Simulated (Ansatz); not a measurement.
# CH3Ga+ (doublet): wave-function methods side by side, cc-pVDZ

How much of the correlation energy of CH3Ga+ (doublet) does each wave-function method recover here?

The runs use Ansatz 0.2.0, Gaussian basis; cc-pVDZ, core rule «outside noble gas», up to 15 orbitals frozen.

To be run: UHF; CCSD(T) on ROHF; CCSD(T) on UHF; BCCD(T) on ROHF; CISD; CCSDT(Q) on ROHF; CCSDT(Q) on UHF.

8 further runs of the same task are left out: 4 for a known fault of the program, 4 set aside as unsound or not needed.

## Step 1: What is computed

The geometry is a PBE0/def2-TZVP stationary point (not a proven minimum) of the parent state, kept for this charge and spin. No spin-orbit coupling is included. The filled d shell of Ga may be among the frozen orbitals whatever the setting's name suggests; the logs give the count.

5 atoms, charge 1, spin multiplicity 2.

Atoms are counted from 1 here; the program's logs count them from 0.

Bond lengths: C1–Ga2 1.774 Å, C1–H3 1.083 Å, C1–H4 1.083 Å, Ga2–H5 1.531 Å. Angles: Ga2–C1–H3 121.4°, Ga2–C1–H4 121.4°, H3–C1–H4 117.2°, C1–Ga2–H5 180.0°.

Geometry (Å):

```
C     0.0000    0.0000    1.4854
Ga    0.0000    0.0000   -0.2888
H     0.0000    0.9244    2.0499
H     0.0000   -0.9244    2.0499
H     0.0000    0.0000   -1.8201
```

## Step 2: UHF

in.yaml reads:

```yaml
crystal:
  periodic: [false, false, false]
  atoms:
    - {symbol: C, position_ang: [0.000000, 0.000000, 1.485416]}
    - {symbol: Ga, position_ang: [0.000000, 0.000000, -0.288840]}
    - {symbol: H, position_ang: [0.000000, 0.924425, 2.049945]}
    - {symbol: H, position_ang: [0.000000, -0.924425, 2.049945]}
    - {symbol: H, position_ang: [0.000000, 0.000000, -1.820112]}
basis:
  gaussian: {orbitals: cc-pVDZ}
total_charge: 1
magnetization: {spin_polarized: true, initial_magnetization: 1}
hamiltonian: {xc: hf}
output: {orbitals: {seedname: orbitals}}
```

Started as:

```bash
$ ansatz run in.yaml --threads 1 --pin off --events-out ev --progress --plain --max-ram 4096MiB --backend cpu
```

The runs that follow: CCSD(T) on ROHF; CCSD(T) on UHF; BCCD(T) on ROHF; CISD; CCSDT(Q) on ROHF; CCSDT(Q) on UHF.

Before running them: what should the planned runs give, taken together? Wanted: UCCSDT(Q) below the RHF energy; RMP2 from UCCSDT(Q); UMP2 from UCCSDT(Q); RCCSD from UCCSDT(Q); RCCSD(T) from UCCSDT(Q); UCCSD(T) from UCCSDT(Q); RCCSDT(Q) from UCCSDT(Q); T1 diagnostic.

The runs gave:

| quantity | value |
| --- | --- |
| UCCSDT(Q) below the RHF energy | -5.2722 eV |
| RMP2 from UCCSDT(Q) | +21.12 kcal/mol |
| UMP2 from UCCSDT(Q) | +21.22 kcal/mol |
| RCCSD from UCCSDT(Q) | +3.26 kcal/mol |
| RCCSD(T) from UCCSDT(Q) | +0.63 kcal/mol |
| UCCSD(T) from UCCSDT(Q) | +0.61 kcal/mol |
| RCCSDT(Q) from UCCSDT(Q) | +0.03 kcal/mol |
| levels within 1 kcal/mol (43 meV) | RCCSD(T), UCCSD(T), BCCD(T), RCCSDT, UCCSDT, RCCSDT(Q) |
| T1 diagnostic | 0.015 |

In words: RCCSD(T) misses by +0.63 kcal/mol, 0.5 % of the correlation energy. These misses are within one basis, not against nature; the frozen cores of restricted and unrestricted runs differ, which can shift their rows.
